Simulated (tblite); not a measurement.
# C4H8F3Ge: the cost of one run

The runs use tblite 0.8.0 and PySCF 2.14.0, with density-fitted response routines of our own; the level of theory stands in each step. All values are computed, except where a source is named. Atoms count from 0, in the outputs and in this text.

### 1 The molecule as given

16 atoms, charge 0, multiplicity 2; geometry from: force field or distance geometry start.

Bonds of the start (Å): C0–C1 1.53, C1–C2 1.50, C2–Ge3 1.95, Ge3–C4 1.96, C4–F5 1.38, C4–F6 1.37, C4–F7 1.37, C0–H8 1.11, C0–H9 1.11, C0–H10 1.10, C1–H11 1.12, C2–H12 1.12, C2–H13 1.11, Ge3–H14 1.54, Ge3–H15 1.56.

### 2 Relaxing the molecule with GFN2-xTB

The job: settings as JSON, then the geometry in Å.

```
{"job": {"kind": "relax", "xc": "GFN2-xTB", "basis": "xTB"}, "charge": 0, "multiplicity": 2}
C      2.499900     0.749800     0.139200
C      1.208300    -0.059200     0.274300
C      0.261300     0.185400    -0.869200
Ge    -1.408300    -0.777400    -0.584000
C     -2.276900    -0.135100     1.046200
F     -2.508900     1.223500     0.920200
F     -1.461900    -0.369300     2.125900
F     -3.473000    -0.784800     1.214100
H      3.028500     0.472400    -0.793600
H      2.248200     1.835800     0.127800
H      3.152500     0.547900     1.004000
H      1.460900    -1.148100     0.345300
H      0.011000     1.273100    -0.933600
H      0.708400    -0.152500    -1.830800
H     -2.353300    -0.557000    -1.783900
H     -1.104300    -2.295700    -0.413500
```

Run with:

```sh
$ OMP_NUM_THREADS=1 python probes_run.py task.json out
```

One launch serves the whole session: the jobs run in the order shown.

Q: Estimate the wall time of this first job on 1 thread of AMD EPYC 7B13, shared host.

About 1 s.
